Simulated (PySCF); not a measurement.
# A gas-phase reaction: Cl2GeH2 + H2Si → Cl2GeH4Si

Aim: the reaction energy of `[Cl][GeH2][Cl]` + `[SiH2]` → `[SiH3][GeH]([Cl])[Cl]`.

Computed with PySCF 2.14.0; each step states its level. No surroundings beyond the atoms listed, unless a continuum is named. Atoms count from 0, parts from 1.

### 1 The system as given

Each species was relaxed by itself at PBE0-D3(BJ)/def2-SVPD.

### 2 Reaction energy: wB97M-D3(BJ)/def2-TZVPD

Job settings and geometry (Å):

```
{"job": {"kind": "react", "xc": "wB97M-D3(BJ)", "basis": "def2-TZVPD"}, "charge": 0, "multiplicity": 1}
-1 Cl2GeH2 charge 0 multiplicity 1
Cl    -1.715810     1.113520    -0.069690
Ge     0.015340    -0.173350     0.023600
Cl     1.772880     1.079640     0.066810
H     -0.045260    -0.942440     1.341320
H      0.060020    -0.995560    -1.262350

-1 H2Si charge 0 multiplicity 1
Si    -0.006530     0.707660    -0.007180
H     -1.107980    -0.358540     0.023010
H      1.084180    -0.369760     0.013210

+1 Cl2GeH4Si charge 0 multiplicity 1
Si    -0.941900    -0.348120    -0.887130
Ge     0.665720     0.457080     0.673900
Cl     0.611750    -0.818480     2.433630
Cl     2.639350     0.227750    -0.208550
H     -2.294920    -0.209480    -0.276920
H     -0.839070     0.476830    -2.124460
H     -0.619160    -1.774430    -1.162540
H      0.597960     1.898850     1.195690
```

Level: wB97M-D3(BJ)/def2-TZVPD reaction energy of separated species, gas phase.

Launch:

```console
> OMP_NUM_THREADS=1 python cluster_run.py task.json out
```

The driver reads the jobs from task.json and runs them one after another.

Output:

```text
species 1 (Cl2GeH2)
coarse grid: 24992 points
cycle   1  E = -2998.7452345675  dE = -4.837e-01  |g| = 7.441e-01  |ddm| = 1.771e+00
cycle   2  E = -2998.7583917588  dE = -1.316e-02  |g| = 8.173e-01  |ddm| = 9.425e-01
cycle   3  E = -2998.8309166003  dE = -7.252e-02  |g| = 3.271e-02  |ddm| = 4.475e-01
cycle   4  E = -2998.8312616150  dE = -3.450e-04  |g| = 1.437e-02  |ddm| = 4.786e-02
cycle   5  E = -2998.8313203997  dE = -5.878e-05  |g| = 3.558e-03  |ddm| = 1.564e-02
cycle   6  E = -2998.8313271010  dE = -6.701e-06  |g| = 6.323e-04  |ddm| = 7.253e-03
final grid: 47280 points
cycle   7  E = -2998.8312829144  dE = -4.667e-07  |g| = 2.783e-04  |ddm| = 1.856e-03
cycle   8  E = -2998.8312829877  dE = -7.334e-08  |g| = 1.579e-04  |ddm| = 6.144e-04
cycle   9  E = -2998.8312830003  dE = -1.255e-08  |g| = 9.633e-05  |ddm| = 2.305e-04
cycle  10  E = -2998.8312830049  dE = -4.625e-09  |g| = 2.519e-05  |ddm| = 1.870e-04
cycle  11  E = -2998.8312830050  dE = -1.282e-10  |g| = 2.669e-06  |ddm| = 2.785e-05
converged SCF energy = -2998.8312830050

species 2 (H2Si)
coarse grid: 11360 points
cycle   1  E = -290.6497031907  dE = -2.790e-01  |g| = 1.446e-01  |ddm| = 9.912e-01
cycle   2  E = -290.6557919849  dE = -6.089e-03  |g| = 6.003e-02  |ddm| = 2.086e-01
cycle   3  E = -290.6563145389  dE = -5.226e-04  |g| = 8.629e-03  |ddm| = 6.651e-02
cycle   4  E = -290.6563491198  dE = -3.458e-05  |g| = 2.008e-03  |ddm| = 1.938e-02
cycle   5  E = -290.6563530712  dE = -3.951e-06  |g| = 4.087e-04  |ddm| = 6.731e-03
final grid: 22672 points
cycle   6  E = -290.6563610063  dE = -2.265e-07  |g| = 1.937e-04  |ddm| = 1.534e-03
cycle   7  E = -290.6563610425  dE = -3.617e-08  |g| = 8.039e-05  |ddm| = 6.071e-04
cycle   8  E = -290.6563610484  dE = -5.922e-09  |g| = 3.430e-05  |ddm| = 2.381e-04
cycle   9  E = -290.6563610499  dE = -1.526e-09  |g| = 2.055e-06  |ddm| = 1.944e-04
cycle  10  E = -290.6563610499  dE = -3.695e-12  |g| = 5.891e-07  |ddm| = 8.800e-06
converged SCF energy = -290.6563610499

species 3 (Cl2GeH4Si)
coarse grid: 36352 points
cycle   1  E = -3289.4843700138  dE = -5.385e-01  |g| = 7.520e-01  |ddm| = 2.191e+00
cycle   2  E = -3289.4991801833  dE = -1.481e-02  |g| = 8.257e-01  |ddm| = 9.855e-01
cycle   3  E = -3289.5786804877  dE = -7.950e-02  |g| = 3.624e-02  |ddm| = 4.729e-01
cycle   4  E = -3289.5791506707  dE = -4.702e-04  |g| = 1.751e-02  |ddm| = 6.305e-02
cycle   5  E = -3289.5792435330  dE = -9.286e-05  |g| = 4.633e-03  |ddm| = 2.176e-02
cycle   6  E = -3289.5792545646  dE = -1.103e-05  |g| = 9.785e-04  |ddm| = 1.002e-02
cycle   7  E = -3289.5792552863  dE = -7.217e-07  |g| = 3.566e-04  |ddm| = 2.201e-03
final grid: 69944 points
cycle   8  E = -3289.5791275158  dE = -1.576e-07  |g| = 2.350e-04  |ddm| = 3.086e-03
cycle   9  E = -3289.5791275344  dE = -1.856e-08  |g| = 1.709e-04  |ddm| = 5.515e-04
cycle  10  E = -3289.5791275417  dE = -7.332e-09  |g| = 4.933e-05  |ddm| = 1.501e-04
cycle  11  E = -3289.5791275430  dE = -1.306e-09  |g| = 2.567e-05  |ddm| = 8.741e-05
cycle  12  E = -3289.5791275433  dE = -2.874e-10  |g| = 2.995e-06  |ddm| = 5.166e-05
converged SCF energy = -3289.5791275433

Reaction energy = -59.185 kcal/mol
```

Run time: 32 s. Hardware: 1 thread of Arm Neoverse V1, shared host; peak memory 0.81 GiB.

Species by species (with the dispersion term, which the log's SCF energies lack):

```csv
ν,species,energy (Eh),HOMO (eV)
-1,[Cl][GeH2][Cl],-2998.83601,-11.37
-1,[SiH2],-290.65772,-9.06
+1,[SiH3][GeH]([Cl])[Cl],-3289.58805,-10.51
```

### 3 Energies of the species: PBE0-D3(BJ)/def2-TZVPD

Settings changed since step 2:

```diff
@@ -1,2 +1,2 @@
-{"job": {"kind": "react", "xc": "wB97M-D3(BJ)", "basis": "def2-TZVPD"}, "charge": 0, "multiplicity": 1}
+{"job": {"kind": "react", "xc": "PBE0", "basis": "def2-TZVPD", "disp": "d3bj"}, "charge": 0, "multiplicity": 1}
 -1 Cl2GeH2 charge 0 multiplicity 1
```

Method: PBE0-D3(BJ)/def2-TZVPD reaction energy of separated species, gas phase.

Output:

```text
species 1 (Cl2GeH2)
coarse grid: 24992 points
cycle   1  E = -2998.0786789833  dE = -4.477e-01  |g| = 7.583e-01  |ddm| = 1.773e+00
cycle   2  E = -2998.0139675096  dE =  6.471e-02  |g| = 1.026e+00  |ddm| = 1.088e+00
cycle   3  E = -2998.1501631281  dE = -1.362e-01  |g| = 5.257e-02  |ddm| = 6.435e-01
cycle   4  E = -2998.1505863541  dE = -4.232e-04  |g| = 2.334e-02  |ddm| = 4.772e-02
cycle   5  E = -2998.1507407576  dE = -1.544e-04  |g| = 2.567e-03  |ddm| = 2.037e-02
cycle   6  E = -2998.1507426315  dE = -1.874e-06  |g| = 5.712e-04  |ddm| = 2.539e-03
final grid: 47280 points
cycle   7  E = -2998.1507891047  dE = -5.617e-08  |g| = 5.228e-04  |ddm| = 1.300e-03
cycle   8  E = -2998.1507891213  dE = -1.664e-08  |g| = 4.393e-04  |ddm| = 7.305e-04
cycle   9  E = -2998.1507891633  dE = -4.202e-08  |g| = 2.500e-05  |ddm| = 3.381e-04
cycle  10  E = -2998.1507891635  dE = -1.382e-10  |g| = 4.772e-06  |ddm| = 1.870e-05
converged SCF energy = -2998.1507891635

species 2 (H2Si)
coarse grid: 2864 points
cycle   1  E = -290.4819132155  dE = -1.972e-01  |g| = 1.356e-01  |ddm| = 1.034e+00
cycle   2  E = -290.4851162561  dE = -3.203e-03  |g| = 7.525e-02  |ddm| = 2.311e-01
cycle   3  E = -290.4864153807  dE = -1.299e-03  |g| = 7.869e-03  |ddm| = 7.662e-02
cycle   4  E = -290.4864304487  dE = -1.507e-05  |g| = 5.302e-04  |ddm| = 8.314e-03
cycle   5  E = -290.4864305434  dE = -9.469e-08  |g| = 8.611e-05  |ddm| = 9.617e-04
final grid: 22672 points
cycle   6  E = -290.4862869975  dE = -2.072e-06  |g| = 5.900e-04  |ddm| = 3.960e-03
cycle   7  E = -290.4862870366  dE = -3.907e-08  |g| = 3.627e-04  |ddm| = 9.232e-04
cycle   8  E = -290.4862870546  dE = -1.805e-08  |g| = 1.143e-05  |ddm| = 3.009e-04
cycle   9  E = -290.4862870547  dE = -6.617e-11  |g| = 6.475e-06  |ddm| = 2.926e-05
converged SCF energy = -290.4862870547

species 3 (Cl2GeH4Si)
coarse grid: 36352 points
cycle   1  E = -3288.6639358183  dE = -5.114e-01  |g| = 7.618e-01  |ddm| = 2.169e+00
cycle   2  E = -3288.5877684410  dE =  7.617e-02  |g| = 1.046e+00  |ddm| = 1.130e+00
cycle   3  E = -3288.7381081386  dE = -1.503e-01  |g| = 6.385e-02  |ddm| = 6.887e-01
cycle   4  E = -3288.7388613392  dE = -7.532e-04  |g| = 2.732e-02  |ddm| = 6.300e-02
cycle   5  E = -3288.7390810081  dE = -2.197e-04  |g| = 3.070e-03  |ddm| = 2.500e-02
cycle   6  E = -3288.7390833003  dE = -2.292e-06  |g| = 7.555e-04  |ddm| = 3.056e-03
final grid: 69944 points
cycle   7  E = -3288.7390790510  dE = -5.702e-08  |g| = 7.024e-04  |ddm| = 2.677e-03
cycle   8  E = -3288.7390790431  dE =  7.954e-09  |g| = 7.381e-04  |ddm| = 1.066e-03
cycle   9  E = -3288.7390791835  dE = -1.404e-07  |g| = 1.074e-04  |ddm| = 5.542e-04
cycle  10  E = -3288.7390791853  dE = -1.777e-09  |g| = 1.171e-05  |ddm| = 7.646e-05
cycle  11  E = -3288.7390791853  dE = -4.547e-12  |g| = 2.265e-06  |ddm| = 9.218e-06
converged SCF energy = -3288.7390791853

Reaction energy = -65.989 kcal/mol
```

It took 17 s on 1 thread of Arm Neoverse V1, shared host; peak memory 0.78 GiB.

Reaction energy at this level: -65.99 kcal/mol.

### 4 Comparing the runs

Energies in kcal/mol, with wall time:

```csv
run,reaction,time
wB97M-D3(BJ)/def2-TZVPD,-59.19,32 s
PBE0-D3(BJ)/def2-TZVPD,-65.99,17 s
```

### 5 Results

| quantity | value |
| --- | --- |
| reaction energy (wB97M-D3(BJ)/def2-TZVPD) | -59.19 kcal/mol |
| ΔH, ΔG at 298 K (xTB thermal terms) | -56.6, -47.1 kcal/mol |
| range of the reaction energy over the runs of this table | -65.99 to -59.19 kcal/mol |

The reaction is exothermic by 56.6 kcal/mol in the gas phase; dispersion gives -1.78, and xTB itself gave -61.62 for the electronic energy (xTB energies and thermal terms come from the earlier relaxation of each species, not shown). No barrier was sought. The reaction energy runs from -65.99 (PBE0-D3(BJ)/def2-TZVPD) to -59.19 kcal/mol (wB97M-D3(BJ)/def2-TZVPD).
